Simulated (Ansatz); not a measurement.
# Li3FeSb: the cost of one run

Program: Ansatz 0.2.0. Level of theory: DFT PBE, scalar-relativistic, plane waves, PAW. These are calculated values, not measurements.

1 further run of the same task is left out (it didn't finish).

**1. The starting structure**

The structure is cubic, space group Pm-3m (No. 221). The conventional cell has a = 4.145 Å, b = 4.145 Å, c = 4.145 Å, α = 90.00°, β = 90.00°, γ = 90.00°. Li (site symmetry 4/mmm) has 2 Sb at 2.07 Å in its first shell of neighbours. Fe (site symmetry m-3m) has 12 Li at 2.93 Å in its first shell of neighbours. Sb (site symmetry m-3m) is surrounded by 6 Li at 2.07 Å.

Coordinates:

```xyz
5
Lattice="4.1446 0.0000 0.0000 0.0000 4.1446 0.0000 0.0000 0.0000 4.1446" Properties=species:S:1:pos:R:3 pbc="T T T"
Li    0.0000    2.0723    2.0723
Li    2.0723    0.0000    2.0723
Li    2.0723    2.0723    0.0000
Fe    0.0000    0.0000    0.0000
Sb    2.0723    2.0723    2.0723
```

(A quick probe on a coarse mesh, which set the mesh and smearing, is not shown.)

**3. Rough relaxation on the coarse mesh**

The input, input.yaml:

```yaml
crystal:
  lattice:
    - [4.1446008463, 0.0, 0.0]
    - [0.0, 4.1446008463, 0.0]
    - [0.0, 0.0, 4.1446008463]
  atoms:
    - { symbol: Li, position: [0.0, 0.5, 0.5] }
    - { symbol: Li, position: [0.5, 0.0, 0.5] }
    - { symbol: Li, position: [0.5, 0.5, 0.0] }
    - { symbol: Fe, position: [0.0, 0.0, 0.0], spin: 3.35 }
    - { symbol: Sb, position: [0.5, 0.5, 0.5] }
basis:
  ecutwfc: 420
kpoints:
  mp_grid: { grid: [4, 4, 4] }
hamiltonian:
  xc: pbe
scf:
  occupations: { method: gaussian, width: 0.1 }
  lower_state_search: "off"
output:
  forces: true
  stress: true
  eigenvalues: true
  populations: true
magnetization:
  spin_polarized: true
relax:
  adjacent_minimum: "off"
  f_tol: 0.04
  max_steps: 70
  cell: { stress_tol: 0.4 }
```

Launch:

```bash
$ ansatz run input.yaml --threads 1 --pin off --max-ram 2560MiB --backend cpu --events-out ev --progress --plain --runs-dir out
```

What time and memory should one allow on 1 thread of Arm Neoverse V1, shared host?

About 62 s, with a peak of 0.46 GiB.
